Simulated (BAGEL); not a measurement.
# quartet C2H2FGe at 3 levels

Aim: a comparison of 3 runs (UHF/STO-3G, ROHF/cc-pVDZ, UHF/cc-pVDZ) of quartet C2H2FGe. 

The calculation is run with BAGEL 1.2.2.

## 1. Starting point

C2H2FGe: 6 atoms, total charge 0, spin state quartet. As SMILES of the parent species, `C#[C][GeH][F]`. The shape is that of a PBE0-D4/def2-TZVP optimisation. That shape belongs to the parent species and isn't relaxed for this state.

Bond lengths: C1–C2 1.208 Å, C2–Ge3 1.890 Å, Ge3–F4 1.742 Å, C1–H5 1.066 Å, Ge3–H6 1.546 Å. Angles: C1–C2–Ge3 172.4°, C2–Ge3–F4 106.6°, C2–C1–H5 178.7°, C2–Ge3–H6 112.0°, F4–Ge3–H6 106.4°.

## 2. A single-point energy at UHF/STO-3G (density fitting with qzvpp-jkfit) (run 1)

hf.json

```json
{ "bagel": [

{
  "title": "molecule",
  "basis": "sto-3g",
  "df_basis": "qzvpp-jkfit",
  "angstrom": true,
  "geometry": [
    { "atom": "C", "xyz": [   -0.259200,    0.074500,   -1.769000 ] },
    { "atom": "C", "xyz": [    0.006200,    0.034600,   -0.591400 ] },
    { "atom": "Ge", "xyz": [    0.661100,   -0.021100,    1.180400 ] },
    { "atom": "F", "xyz": [   -0.021800,   -1.442400,    1.919600 ] },
    { "atom": "H", "xyz": [   -0.516900,    0.107000,   -2.803300 ] },
    { "atom": "H", "xyz": [    0.172500,    1.183400,    2.017600 ] }
  ]
},
{ "title": "uhf", "nopen": 3 },
{ "title": "print", "file": "orbitals.molden", "orbitals": true }

]}
```

On the command line:

```console
$ BAGEL_NUM_THREADS=1 BAGEL hf.json > hf.out
```

The log of the run:

```text
* using 1 threads per process

  ===============================================================
  ===============================================================

  *** Geometry ***

  { "atom" : "C", "xyz" : [     -0.489817,      0.140785,     -3.342926 ] },
  { "atom" : "C", "xyz" : [      0.011716,      0.065385,     -1.117584 ] },
  { "atom" : "Ge", "xyz" : [      1.249298,     -0.039873,      2.230633 ] },
  { "atom" : "F", "xyz" : [     -0.041196,     -2.725741,      3.627518 ] },
  { "atom" : "H", "xyz" : [     -0.976799,      0.202201,     -5.297469 ] },
  { "atom" : "H", "xyz" : [      0.325978,      2.236302,      3.812711 ] },

  Number of auxiliary basis functions:      529

  Since a DF basis is specified, we compute 2- and 3-index integrals:
    o Being stored without compression. Storage requirement is 0.005 GB

  Number of basis functions:       35
  Number of electrons      :       55

    * METHOD: MOLECULE                             0.18

  *** Open-shell HF ***

  === Nuclear Repulsion ===
   231.0575954020

      * DIIS with orbital gradients will be used.

  === UHF iteration (sto-3g) ===
      0      -2225.31722700          0.02006578           0.05
      1      -2225.42721964          0.00851906           0.05
      2      -2225.44580056          0.00296536           0.05
[... 42 lines of this table left out ...]
     45      -2225.45483201          0.00000001           0.05
    * SCF iteration converged.

    * S^2 (UHF) is 3.8151

    * Permanent dipole moment:
           (   -0.423097,    -0.373440,     0.190845) a.u.

    * METHOD: UHF                                  2.55

    * METHOD: PRINT                                0.00

  ===============================================================
```

It took 2.9 s on 1 thread of Arm Neoverse V2, shared host.

## 3. The energy at ROHF/cc-pVDZ (density fitting with qzvpp-jkfit) (run 2)

input.json

```json
{ "bagel" : [

{
  "title" : "molecule",
  "basis" : "cc-pvdz.json",
  "df_basis" : "qzvpp-jkfit",
  "angstrom" : true,
  "geometry" : [
    { "atom" : "C", "xyz" : [      -0.259200,       0.074500,      -1.769000 ] },
    { "atom" : "C", "xyz" : [       0.006200,       0.034600,      -0.591400 ] },
    { "atom" : "Ge", "xyz" : [       0.661100,      -0.021100,       1.180400 ] },
    { "atom" : "F", "xyz" : [      -0.021800,      -1.442400,       1.919600 ] },
    { "atom" : "H", "xyz" : [      -0.516900,       0.107000,      -2.803300 ] },
    { "atom" : "H", "xyz" : [       0.172500,       1.183400,       2.017600 ] }
  ]
},

{ "title" : "rohf", "nopen" : 3 },

{ "title" : "print", "file" : "orbitals.molden", "orbitals" : true }

]}
```

The basis set cc-pVDZ is read from a file made from the Basis Set Exchange's data (not shown).

On the command line:

```console
$ BAGEL_NUM_THREADS=1 BAGEL input.json > input.out
```

The log of the run:

```text
* using 1 threads per process

  ===============================================================
  ===============================================================

  *** Geometry ***

  { "atom" : "C", "xyz" : [     -0.489817,      0.140785,     -3.342926 ] },
  { "atom" : "C", "xyz" : [      0.011716,      0.065385,     -1.117584 ] },
  { "atom" : "Ge", "xyz" : [      1.249298,     -0.039873,      2.230633 ] },
  { "atom" : "F", "xyz" : [     -0.041196,     -2.725741,      3.627518 ] },
  { "atom" : "H", "xyz" : [     -0.976799,      0.202201,     -5.297469 ] },
  { "atom" : "H", "xyz" : [      0.325978,      2.236302,      3.812711 ] },

  Number of auxiliary basis functions:      529

  Since a DF basis is specified, we compute 2- and 3-index integrals:
    o Being stored without compression. Storage requirement is 0.026 GB

  Number of basis functions:       79
  Number of electrons      :       55

    * METHOD: MOLECULE                             0.25

  *** Open-shell HF ***

  === Nuclear Repulsion ===
   231.0575954020

      * DIIS with orbital gradients will be used.

  === ROHF iteration (cc-pvdz.json) ===
      0      -2251.20105347          0.03053199           0.14
      1      -2251.34455806          0.02028304           0.14
      2      -2251.40280705          0.01223637           0.14
[... 38 lines of this table left out ...]
     41      -2251.45083278          0.00000001           0.14
    * SCF iteration converged.

    * S^2 (ROHF) is 3.7500

    * Permanent dipole moment:
           (   -0.325935,    -0.777259,     0.910048) a.u.

    * METHOD: ROHF                                 5.97

    * METHOD: PRINT                                0.01

  ===============================================================
```

Run time: 6.6 s. Hardware: 1 thread of Arm Neoverse V2, shared host; peak memory 0.13 GiB.

## 4. A single-point energy at UHF/cc-pVDZ (density fitting with qzvpp-jkfit) (run 3)

input.json

```json
{ "bagel": [

{
  "title": "molecule",
  "basis": "cc-pvdz.json",
  "df_basis": "qzvpp-jkfit",
  "angstrom": "true",
  "geometry": [
    { "atom": "C", "xyz": [      -0.259200,       0.074500,      -1.769000 ] },
    { "atom": "C", "xyz": [       0.006200,       0.034600,      -0.591400 ] },
    { "atom": "Ge", "xyz": [       0.661100,      -0.021100,       1.180400 ] },
    { "atom": "F", "xyz": [      -0.021800,      -1.442400,       1.919600 ] },
    { "atom": "H", "xyz": [      -0.516900,       0.107000,      -2.803300 ] },
    { "atom": "H", "xyz": [       0.172500,       1.183400,       2.017600 ] }
  ]
},

{ "title": "uhf", "nopen": 3 },

{ "title": "print", "file": "orbitals.molden", "orbitals": "true" }

]}
```

The basis set cc-pVDZ is read from a file made from the Basis Set Exchange's data (not shown).

On the command line:

```console
$ BAGEL_NUM_THREADS=1 BAGEL input.json > input.out
```

The log of the run:

```text
* using 1 threads per process

  ===============================================================
  ===============================================================

  *** Geometry ***

  { "atom" : "C", "xyz" : [     -0.489817,      0.140785,     -3.342926 ] },
  { "atom" : "C", "xyz" : [      0.011716,      0.065385,     -1.117584 ] },
  { "atom" : "Ge", "xyz" : [      1.249298,     -0.039873,      2.230633 ] },
  { "atom" : "F", "xyz" : [     -0.041196,     -2.725741,      3.627518 ] },
  { "atom" : "H", "xyz" : [     -0.976799,      0.202201,     -5.297469 ] },
  { "atom" : "H", "xyz" : [      0.325978,      2.236302,      3.812711 ] },

  Number of auxiliary basis functions:      529

  Since a DF basis is specified, we compute 2- and 3-index integrals:
    o Being stored without compression. Storage requirement is 0.026 GB

  Number of basis functions:       79
  Number of electrons      :       55

    * METHOD: MOLECULE                             0.24

  *** Open-shell HF ***

  === Nuclear Repulsion ===
   231.0575954020

      * DIIS with orbital gradients will be used.

  === UHF iteration (cc-pvdz.json) ===
      0      -2251.20105347          0.03053199           0.14
      1      -2251.35343739          0.02003370           0.13
      2      -2251.41161771          0.01209415           0.14
[... 74 lines of this table left out ...]
     77      -2251.45968334          0.00000001           0.14
    * SCF iteration converged.

    * S^2 (UHF) is 3.7882

    * Permanent dipole moment:
           (   -0.331214,    -0.775151,     0.884311) a.u.

    * METHOD: UHF                                 10.68

    * METHOD: PRINT                                0.01

  ===============================================================
```

It took 11 s on 1 thread of Arm Neoverse V2, shared host; peak memory 0.13 GiB.

## 5. All runs side by side

```csv
run,level,energy (Eh),dipole moment (D),⟨S²⟩,wall time
1,UHF/STO-3G (density fitting with qzvpp-jkfit),-2225.454832,1.51,3.815,2.9 s
2,ROHF/cc-pVDZ (density fitting with qzvpp-jkfit),-2251.450833,3.15,3.750,6.6 s
3,UHF/cc-pVDZ (density fitting with qzvpp-jkfit),-2251.459683,3.11,3.788,11 s
```

## 6. Summary of results

| quantity | value |
| --- | --- |
| run 3: total energy | -2251.45968 Eh |
| run 3: dipole moment | 3.11 D |
| run 3: ⟨S²⟩ | 3.788 |

**Reading.** The dipole moment (its size) runs from 1.51 D (UHF/STO-3G) to 3.15 D (ROHF/cc-pVDZ). The two ends differ in method and basis. In run 1 the basis is minimal, so the values are rough. All runs together took 21 s, the longest 11 s.
